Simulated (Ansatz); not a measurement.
# Cd3Ge: the cost of one run

All numbers are computed with Ansatz 0.2.0 through its Python package. Level of theory: DFT r2SCAN, plane waves, PAW.

## 1. The system

The structure is tetragonal, space group I4/mmm (No. 139). Conventional cell: a = 4.421 Å, b = 4.421 Å, c = 9.172 Å, α = 90.00°, β = 90.00°, γ = 90.00°. Around Cd (site symmetry -4m2) lie 8 Cd at 3.13 to 3.18 Å and 4 Ge at 3.18 Å. Cd (site symmetry 4/mmm) is surrounded by 4 Ge at 3.13 Å and 8 Cd at 3.18 Å. Ge (site symmetry 4/mmm) has 12 Cd at 3.13 to 3.18 Å as nearest neighbours.

POSCAR_cd3ge, read by the script:

```text
Cd3Ge
1.0
  -2.21034700    2.21034700    4.58587600
   2.21034700   -2.21034700    4.58587600
   2.21034700    2.21034700   -4.58587600
Cd Ge
3 1
Direct
   0.75000000    0.25000000    0.50000000
   0.25000000    0.75000000    0.50000000
   0.50000000    0.50000000    0.00000000
   0.00000000    0.00000000    0.00000000
```

## 2. The code

Input file slab_cd3ge.py:

```python
import argparse
import warnings

import ansatz as az
from ase.build import surface
from ase.io import read
import numpy as np

parser = argparse.ArgumentParser(description="Cutting and solving a surface of Cd3Ge.")
parser.add_argument("--occupations", default="gaussian", help="how the bands are filled")
parser.add_argument("--xc", required=True, help="exchange-correlation functional")
args = parser.parse_args()

warnings.simplefilter("ignore", az.DeckWarning)

atoms = read("POSCAR_cd3ge", format="vasp")
slab = surface(atoms, (0, 0, 1), 3, vacuum=6.0)
slab.pbc = True

print(slab.get_chemical_formula(), "area {:.3f} A^2, cell height {:.2f} A".format(np.linalg.norm(np.cross(slab.cell[0], slab.cell[1])), slab.cell[2, 2]))


def settings(structure):
    return (
        az.Crystal.from_ase(structure).calculation()
        .occupations(args.occupations, width=150 * az.meV)
        .functional(args.xc)
    )


base = settings(slab).kpoints(4, 4, 1).electric_field(axis=3, dipole_correction=True).potential().forces()
result = base.run()
r = result.report

print(f"slab free energy {r['free_energy_ev']:.4f} eV, Fermi level {r['fermi_energy_ev']:.3f} eV")
face = r["work_function"]
print("work function (eV), upper and lower face:", *(round(face[k], 3) for k in ("phi_plus_ev", "phi_minus_ev") if face.get(k) is not None))
print(f"dipole {face['dipole_moment_e_ang']:+.4f} e A")

print("z (A) and force along z (eV/A)")
for site, force in sorted(zip(result.lattice.sites, r["forces_ev_ang"]), key=lambda pair: pair[0].position_ang[2]):
    print(f"{site.symbol:3s} {site.position_ang[2]:8.3f} {force[2]:9.4f}")
```

## 3. The calls as engine input

The package turns the script's settings into the engine's input:

```yaml
crystal:
  lattice:
    - [5.549912288333394, 0.0, 0.0]
    - [2.0286790820506835, 5.165848196593083, 0.0]
    - [0.0, 0.0, 19.81475676237671]
  atoms:
    - { symbol: Cd, position: [0.49999999999999983, 3.7966545170209464e-17, 0.381682775275622] }
    - { symbol: Cd, position: [0.0, 0.5, 0.38168277527562205] }
    - { symbol: Cd, position: [0.49999999999999994, 0.5, 0.3028046254593701] }
    - { symbol: Ge, position: [0.0, 0.0, 0.3028046254593701] }
    - { symbol: Cd, position: [0.9999999999999998, 0.5, 0.5394390749081259] }
    - { symbol: Cd, position: [0.5, 0.0, 0.5394390749081259] }
    - { symbol: Cd, position: [0.0, 0.0, 0.460560925091874] }
    - { symbol: Ge, position: [0.49999999999999994, 0.5, 0.460560925091874] }
    - { symbol: Cd, position: [0.49999999999999994, 0.0, 0.69719537454063] }
    - { symbol: Cd, position: [2.3146693704094355e-16, 0.4999999999999999, 0.69719537454063] }
    - { symbol: Cd, position: [0.49999999999999994, 0.5, 0.618317224724378] }
    - { symbol: Ge, position: [0.0, 0.0, 0.618317224724378] }
kpoints:
  mp_grid:
    grid: [4, 4, 1]
hamiltonian:
  xc: r2scan
efield:
  axis: 3
  dipole_correction: true
scf:
  occupations:
    method: gaussian
    width: 0.15
output:
  write_potential: true
  forces: true
```

## 4. The run

The run is started by

```bash
python slab_cd3ge.py --xc r2scan
```

**Question.** How long does this script take on 1 thread of Arm Neoverse N1, shared host, and how much memory does it need?

About 4.2 min, with a peak of 2.2 GiB.
